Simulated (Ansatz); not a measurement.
# BaTaS3: a short molecular-dynamics run

Aim: set BaTaS3 (a database structure, 10 atoms, not relaxed) in motion for 30 steps of 1 fs at constant energy, with velocities drawn for 600 K, and see how temperature, energy and positions respond.

Method: DFT PBEsol, plane waves, PAW, scalar-relativistic, collinear spin, in Ansatz 0.2.0.

### 1 The starting structure

The cell holds 10 atoms (Ba2S6Ta2): a = 6.924 Å, b = 6.924 Å, c = 5.809 Å, α = 90.00°, β = 90.00°, γ = 120.00°.

Structure file:

```
CELL_PARAMETERS angstrom
6.92351 0.00000 0.00000
-3.46176 5.99594 0.00000
0.00000 0.00000 5.80904
ATOMIC_POSITIONS crystal
Ba 0.33330 0.66670 0.75000
Ba 0.66660 0.33330 0.25000
S 0.16860 0.33720 0.25000
S 0.83140 0.16860 0.75000
S 0.66280 0.83140 0.25000
S 0.83140 0.66280 0.75000
S 0.16860 0.83140 0.25000
S 0.33720 0.16860 0.75000
Ta 0.00000 0.00000 0.00000
Ta 0.00000 0.00000 0.50000
```

### 2 Molecular dynamics

File input.yaml:

```yaml
crystal:
  lattice:
    - [6.923513, -2.9e-07, 0.0]
    - [-3.46175625, 5.99593814, 0.0]
    - [0.0, 0.0, 5.809036]
  atoms:
    - { symbol: Ba, position: [0.3333, 0.6667, 0.75], spin: 2.0 }
    - { symbol: Ba, position: [0.6666, 0.3333, 0.25], spin: 2.0 }
    - { symbol: S, position: [0.1686, 0.3372, 0.25], spin: 3.0 }
    - { symbol: S, position: [0.8314, 0.1686, 0.75], spin: 3.0 }
    - { symbol: S, position: [0.6628, 0.8314, 0.25], spin: 2.0 }
    - { symbol: S, position: [0.8314, 0.6628, 0.75], spin: 2.0 }
    - { symbol: S, position: [0.1686, 0.8314, 0.25], spin: 3.0 }
    - { symbol: S, position: [0.3372, 0.1686, 0.75], spin: 1.0 }
    - { symbol: Ta, position: [0.0, 0.0, 0.0], spin: 2.0 }
    - { symbol: Ta, position: [0.0, 0.0, 0.5], spin: 2.0 }
kpoints:
  mp_grid: { grid: [3, 3, 3], shift: [0.5, 0.5, 0.5] }
magnetization:
  spin_polarized: true
scf:
  occupations: { method: fermi_dirac, width: 0.1 }
hamiltonian:
  pseudopotentials: { kind: paw }
  xc: pbesol
basis:
  ecutwfc: 420
md:
  timestep: 1.0
  n_steps: 30
  ensemble: nve
  temperature: 600.0
  initial_velocities: maxwell_boltzmann
  seed: 308711
```

Started as:

```
$ ansatz run input.yaml --threads 2 --pin off --max-ram 2560MiB --backend cpu --events-out ev --progress --plain --runs-dir out
```

Q: Predict the outcome of this session. Wanted: temperature, first and last step; temperature, second half; potential energy, second half; largest change of the total energy; mean square displacement, second half.

**Answer**, as computed:

| quantity | value |
| --- | --- |
| length | 30 steps of 1 fs |
| temperature, first and last step | 600 and 258 K |
| temperature, second half | mean 342 K, from 258 to 450 K |
| potential energy, second half | +30 meV/atom from the start |
| largest change of the total energy | 0.02 meV/atom |
| mean square displacement, second half | S 0.021, Ba 0.004, Ta 0.001 Å² |

What this shows: The temperature starts at 600 K and averages 342 K in the second half, where it still falls, from 450 to 258 K. About half is expected from a start at a minimum: kinetic energy passes into potential energy until both shares match. The total energy strays from its start by at most 0.02 meV/atom, under 0.1 % of the mean kinetic energy, so a step of 1 fs is short enough over this time. The farthest move is 0.34 Å, against a mean nearest distance of 2.5 Å at the start: no atom has changed site so far. Settings off the usual here: magnetization, kpoints.mp_grid.shift, hamiltonian.xc. 30 fs on 10 atoms is far too short and small for converged averages.
